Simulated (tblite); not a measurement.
# C6H11PSeSi: the cost of one run

The runs use tblite 0.8.0 and PySCF 2.14.0, with density-fitted response routines of our own; the level of theory stands in each step. All values are computed, except where a source is named. Atoms count from 0, in the outputs and in this text.

### 1 Starting geometry

20 atoms, charge 0, multiplicity 1; geometry from: force field or distance geometry start.

Bonds of the start (Å): C0–C1 1.23, C1–C2 1.45, C2–P3 1.79, P3–Se4 2.00, P3–C5 1.82, C5–C6 1.51, C6–C7 1.51, C7–Si8 1.85, C7–P3 1.80, C0–H9 1.04, C2–H10 1.12, C2–H11 1.12, C5–H12 1.10, C5–H13 1.10, C6–H14 1.12, C6–H15 1.12, C7–H16 1.11, Si8–H17 1.46, Si8–H18 1.48, Si8–H19 1.47.

### 2 Optimising the geometry with GFN2-xTB

Job settings and geometry (Å):

```
{"job": {"kind": "relax", "xc": "GFN2-xTB", "basis": "xTB"}, "charge": 0, "multiplicity": 1}
C      3.726000     0.303200    -0.081700
C      2.574700     0.705700    -0.257800
C      1.225700     1.183500    -0.466400
P      0.248600    -0.177700    -1.105300
Se     0.251000    -0.576500    -3.064500
C      0.355000    -1.587800     0.048000
C     -0.820400    -1.104200     0.860100
C     -1.373700    -0.414300    -0.368300
Si    -2.333900     1.110900     0.029400
H      4.706400    -0.030200     0.055900
H      0.794900     1.614200     0.477500
H      1.279200     1.968100    -1.263100
H      0.129000    -2.574900    -0.378000
H      1.272600    -1.589500     0.655600
H     -0.557900    -0.407000     1.692400
H     -1.527800    -1.902500     1.194700
H     -2.017100    -1.101700    -0.962400
H     -1.583000     2.081600     0.822000
H     -3.493300     0.695300     0.849400
H     -2.861000     1.814500    -1.150100
```

Command:

```sh
$ OMP_NUM_THREADS=1 python probes_run.py task.json out
```

One launch serves the whole session: the jobs run in the order shown.

**Question.** How long does this first job take on 1 thread of Arm Neoverse V1, shared host?

About 1.1 s.
